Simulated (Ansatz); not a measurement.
# Si2NH5F (SMILES F[SiH2]N[SiH2]): U-wB97M-V/6-31G(d) (spherical functions)

Aim: the electronic atomisation energy of Si2NH5F at U-wB97M-V/6-31G* (spherical functions), from 5 runs. 

The calculation is run with Ansatz 0.2.0.

74 further runs of the same task are left out: 74 set aside as unsound or not needed.

### 1 The system as given

Si2NH5F has 9 atoms, charge 0, and is taken as a doublet. As SMILES, `F[SiH2]N[SiH2]`. Geometry: relaxed at PBE0-D4/def2-TZVP. This is one conformer, not always the lowest.

Bond lengths: F1–Si2 1.600 Å, Si2–N3 1.712 Å, N3–Si4 1.736 Å, Si2–H5 1.480 Å, Si2–H6 1.477 Å, N3–H7 1.012 Å, Si4–H8 1.489 Å, Si4–H9 1.494 Å. Some angles: F1–Si2–N3 112.4°, Si2–N3–Si4 128.4°, F1–Si2–H5 106.1°, F1–Si2–H6 106.9°, N3–Si2–H5 109.2°, N3–Si2–H6 108.5°, Si2–N3–H7 115.7°, Si4–N3–H7 115.2°, N3–Si4–H8 106.6°, N3–Si4–H9 109.5°.

### 2 The energy at U-wB97M-V/6-31G(d) (spherical functions)

in.yaml reads:

```yaml
crystal:
  periodic: [false, false, false]
  atoms:
    - {symbol: F, position_ang: [-1.778200, 1.208900, -1.181800]}
    - {symbol: Si, position_ang: [-0.288000, 1.123600, -0.604900]}
    - {symbol: N, position_ang: [0.241500, -0.491400, -0.403000]}
    - {symbol: Si, position_ang: [0.023600, -1.533600, 0.967900]}
    - {symbol: H, position_ang: [0.576300, 1.799100, -1.598800]}
    - {symbol: H, position_ang: [-0.302800, 1.779800, 0.718800]}
    - {symbol: H, position_ang: [0.600400, -0.942200, -1.234500]}
    - {symbol: H, position_ang: [-0.246300, -0.650000, 2.136200]}
    - {symbol: H, position_ang: [1.261800, -2.340700, 1.182700]}
basis:
  gaussian:
    orbitals: 6-31G_st_-spherical.json
magnetization:
  spin_polarized: true
  initial_magnetization: 1
hamiltonian:
  xc: {name: wB97M-V}
accuracy: high
output: {orbitals: {seedname: orbitals}}
```

The basis set 6-31G* is read from a file made from the Basis Set Exchange's data (not shown).

Started as:

```sh
$ ansatz run in.yaml --threads 1 --pin off --max-ram 3480MiB --events-out events.jsonl --progress --plain --runs-dir runs
```

What it wrote:

```text
Warning: RAYON_NUM_THREADS=1 ignored (pool sized by the plan → 1); use --threads N
Functional definition: wB97M-V
  name "wB97M-V"
  parameter omega = 0.3/bohr
  parameter cx = 0.15
  parameter cx01 = 1.007
  parameter cx10 = 0.259
  parameter css00 = 0.443
  parameter css04 = -1.437
  parameter css10 = -4.535
  parameter css20 = -3.390
  parameter css43 = 4.278
  parameter cos00 = 1.000
  parameter cos10 = 1.358
  parameter cos20 = 2.924
  parameter cos21 = -8.812
  parameter cos60 = -1.390
  parameter cos61 = 9.142
  parameter b = 6.0
  parameter c = 0.01
  gx(w, u) = 1 - cx + cx01*u + cx10*w
  gss(w, u) = css00 + css04*u^4 + css10*w + css20*w^2 + css43*w^4*u^3
  gos(w, u) = cos00 + cos10*w + (cos20 + cos21*u)*w^2 + (cos60 + cos61*u)*w^6
  exchange = spin_sum(e_x_unif_sr(omega)*gx(b97_w, b97_u_x)) + cx*exact_x_sr(omega) + exact_x_lr(omega)
  correlation = spin_sum(e_c_pw_mod_same_spin*gss(b97_w, b97_u_same))
      + integral(e_c_pw_mod_opposite_spin*gos(b97_w_opposite, b97_u_opposite)) + vv10(b, c)
1686 factors; integrals over basis functions are off by at most 3.6e-9 eV
388 factors; integrals over basis functions are off by at most 2.5e-9 eV
mean field evaluation 1: about -20036.6397 eV, gradient 3.4e1 eV
mean field evaluation 2: about -20036.3227 eV, gradient 3.5e1 eV
mean field evaluation 4: about -20040.9795 eV, gradient 8.4e-1 eV
mean field evaluation 8: about -20041.1183 eV, gradient 3.0e-2 eV
mean field evaluation 16: about -20041.1183 eV, gradient 7.9e-5 eV
mean field -20041.11830762 eV, -736.4975134473 hartree, gradient 4.4e-8 eV, S^2 0.751052; 0 other end points of the search recorded, 0 dependent functions left out
reference -20041.11831263 eV, -736.4975136312 hartree; 25, 24 occupied and 49, 50 virtual orbitals, 1686 factors
Total energy: -20041.11831263 eV, -736.4975136312 hartree
```

It took 1.9 min on 1 thread of Arm Neoverse V2, shared host; peak memory 1 GiB.

### 3 The F atom at the same level

molecule.yaml reads:

```yaml
crystal:
  periodic: [false, false, false]
  atoms:
    - symbol: F
      position_ang: [0.000000, 0.000000, 0.000000]
basis:
  gaussian:
    orbitals: 6-31G_st_-spherical.json
accuracy: high
hamiltonian:
  xc: {name: wB97M-V}
magnetization:
  spin_polarized: true
  initial_magnetization: 1
```

The basis set 6-31G* is read from a file made from the Basis Set Exchange's data (not shown).

Run the same way, it converges to -99.69042 Eh (log not shown).

### 4 The H atom, same level

molecule.yaml reads:

```yaml
crystal:
  periodic: [false, false, false]
  atoms:
    - {symbol: H, position_ang: [0.000000, 0.000000, 0.000000]}
basis:
  gaussian: {orbitals: "6-31G*"}
magnetization: {spin_polarized: true, initial_magnetization: 1}
hamiltonian: {xc: {name: wB97M-V}}
accuracy: high
```

Run the same way, it converges to -0.49108 Eh (log not shown).

### 5 The N atom, same level

molecule.yaml reads:

```yaml
crystal:
  periodic: [false, false, false]
  atoms:
    - {symbol: "N", position_ang: [0.000000, 0.000000, 0.000000]}
basis:
  gaussian:
    orbitals: 6-31G_st_-spherical.json
total_charge: 0
magnetization:
  spin_polarized: true
  initial_magnetization: 3
hamiltonian:
  xc: {name: wB97M-V}
accuracy: high
```

The basis set 6-31G* is read from a file made from the Basis Set Exchange's data (not shown).

Run the same way, it converges to -54.57154 Eh (log not shown).

### 6 The Si atom

input.yaml reads:

```yaml
crystal:
  periodic: [false, false, false]
  atoms:
    - symbol: Si
      position_ang: [0.000000, 0.000000, 0.000000]
basis:
  gaussian:
    orbitals: 6-31G_st_-spherical.json
magnetization:
  spin_polarized: true
  initial_magnetization: 2
hamiltonian:
  xc: {name: wB97M-V}
accuracy: high
```

The basis set 6-31G* is read from a file made from the Basis Set Exchange's data (not shown).

Started as:

```sh
$ ansatz run input.yaml --threads 1 --pin off --max-ram 3480MiB --events-out events.jsonl --progress --plain --runs-dir runs
```

What it wrote (excerpt; [...] marks lines left out):

```text
Warning: RAYON_NUM_THREADS=1 ignored (pool sized by the plan → 1); use --threads N
Functional definition: wB97M-V
  name "wB97M-V"
[...]
  gx(w, u) = 1 - cx + cx01*u + cx10*w
  gss(w, u) = css00 + css04*u^4 + css10*w + css20*w^2 + css43*w^4*u^3
  gos(w, u) = cos00 + cos10*w + (cos20 + cos21*u)*w^2 + (cos60 + cos61*u)*w^6
[...]
      + integral(e_c_pw_mod_opposite_spin*gos(b97_w_opposite, b97_u_opposite)) + vv10(b, c)
141 factors; integrals over basis functions are off by at most 2.6e-9 eV
71 factors; integrals over basis functions are off by at most 1.7e-9 eV
[...]
mean field -7873.12738276 eV, -289.3320947189 hartree, gradient 8.8e-8 eV, S^2 2.000591; 0 other end points of the search recorded, 0 dependent functions left out
reference -7873.12738476 eV, -289.3320947927 hartree; 8, 6 occupied and 10, 12 virtual orbitals, 141 factors
Total energy: -7873.12738476 eV, -289.3320947927 hartree
```

It took 4.5 s on 1 thread of Arm Neoverse V2, shared host; peak memory 0.22 GiB.

### 7 Outcome

At U-wB97M-V/6-31G* (spherical functions):

| quantity | value |
| --- | --- |
| molecule: total energy | -736.49751 Eh |
| molecule: HOMO energy (highest over α and β) | -7.43 eV |
| molecule: LUMO energy (lowest over α and β) | -0.38 eV |
| molecule: ⟨S²⟩ | 0.751 |
| F atom: total energy | -99.69042 Eh |
| F atom: ⟨S²⟩ | 0.751 |
| H atom: total energy | -0.49108 Eh |
| H atom: ⟨S²⟩ | 0.750 |
| N atom: total energy | -54.57154 Eh |
| N atom: ⟨S²⟩ | 3.752 |
| Si atom: total energy | -289.33209 Eh |
| Si atom: ⟨S²⟩ | 2.001 |
| electronic atomisation energy | 30.367 eV |

In words: Taking the molecule apart into free atoms costs 30.37 eV (2930 kJ/mol), before zero-point energy and without spin-orbit coupling.
